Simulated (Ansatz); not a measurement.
Consider cell relaxations under several functionals of Ca₃SbP, space group Pm-3m (Ansatz 0.2.0, Python API).

Contents of `POSCAR_ca3sbp`:
```text
Ca3SbP
1.0
   5.38244377    0.00000000    0.00000000
   0.00000000    5.38244377    0.00000000
   0.00000000    0.00000000    5.38244377
Ca Sb P
3 1 1
Direct
   0.00000000    0.50000000    0.50000000
   0.50000000    0.00000000    0.50000000
   0.50000000    0.50000000    0.00000000
   0.00000000    0.00000000    0.00000000
   0.50000000    0.50000000    0.50000000
```

`run_lattice.py`:
```python
"""How the lattice of Ca3SbP depends on the functional."""

from dataclasses import dataclass
import warnings

import ansatz as az
from ase.io import read
import numpy as np


@dataclass
class Options:
    mesh: tuple[int, ...] = (3, 3, 3)
    smearing: str = "Fixed"
    tolerance: float = 1e-07
    max_iterations: int = 200


settings = Options()

def edges_and_angles(cell):
    cell = np.asarray(cell)
    a, b, c = np.linalg.norm(cell, axis=1)
    cosines = cell[1] @ cell[2] / (b * c), cell[0] @ cell[2] / (a * c), cell[0] @ cell[1] / (a * b)
    return (a, b, c, *np.degrees(np.arccos(cosines)))


def main() -> None:
    warnings.simplefilter("ignore", az.DeckWarning)

    atoms = read("POSCAR_ca3sbp", format="vasp")
    structure = az.Crystal.from_ase(atoms)

    setup = (
        structure.calculation()
        .basis(39 * az.Ry, density_ratio=4)
        .accuracy("medium")
        .kpoints(*settings.mesh, center="gamma")
        .occupations(settings.smearing)  # whole-number filling, right only where there is a gap
        .eigensolver("auto", mixed_precision=False)
        .scf(tolerance=settings.tolerance, max_iterations=settings.max_iterations)
        .relax(cell=True, max_steps=40)  # relax until the tolerances are met
    )

    levels = [("pbesol", "none"), ("r2scan", "none"), ("lda", "none")]
    print("level            a       b       c    alpha   beta  gamma  V/atom  steps")
    for name, dispersion in levels:
        seen = []
        run = setup.functional(name, dispersion=dispersion).session().plan()
        outcome = run.execute(on_event=lambda e: seen.append(e) if e["event"] == "relax_step" else None)
        cell = outcome.lattice.cell_ang
        label = name if dispersion == "none" else f"{name}+{dispersion}"
        print("{:13s} {:7.4f} {:7.4f} {:7.4f} {:6.2f} {:6.2f} {:6.2f}".format(label, *edges_and_angles(cell)), f"{abs(np.linalg.det(cell)) / len(outcome.lattice.sites):7.3f} {len(seen):5d}")


if __name__ == "__main__":
    main()
```

Rank the levels of theory by the volume of the relaxed cell.

From smallest to largest: LDA (29.04 Å³ an atom, -6.9 % against the start), PBEsol (30.14 Å³ an atom, -3.3 % against the start) and r2SCAN (31.07 Å³ an atom, -0.4 % against the start). The spread is 7.0 % in volume.

The run itself:

Output of `python run_lattice.py`:
```text
level            a       b       c    alpha   beta  gamma  V/atom  steps
pbesol         5.3217  5.3217  5.3217  90.00  90.00  90.00  30.143     4
r2scan         5.3758  5.3758  5.3758  90.00  90.00  90.00  31.070     3
lda            5.2562  5.2562  5.2562  90.00  90.00  90.00  29.044     4
```

Reading the output:
- The settings weren't tested for convergence.
- Forces vanish by symmetry, so the ions can't move, and the end may be a saddle.
- The program warned that this SCF threshold is loose for forces or stresses.
- The structure comes from a database of computed cells and needn't be a stable or known phase.
- The script silences the warnings on its input, which a real study should read.
- Timing: 22 s on 1 thread of Arm Neoverse V2 (shared host), peak memory 0.9 GiB.

(A comment or docstring line of the script was reworded after the run, the code is as it ran.)
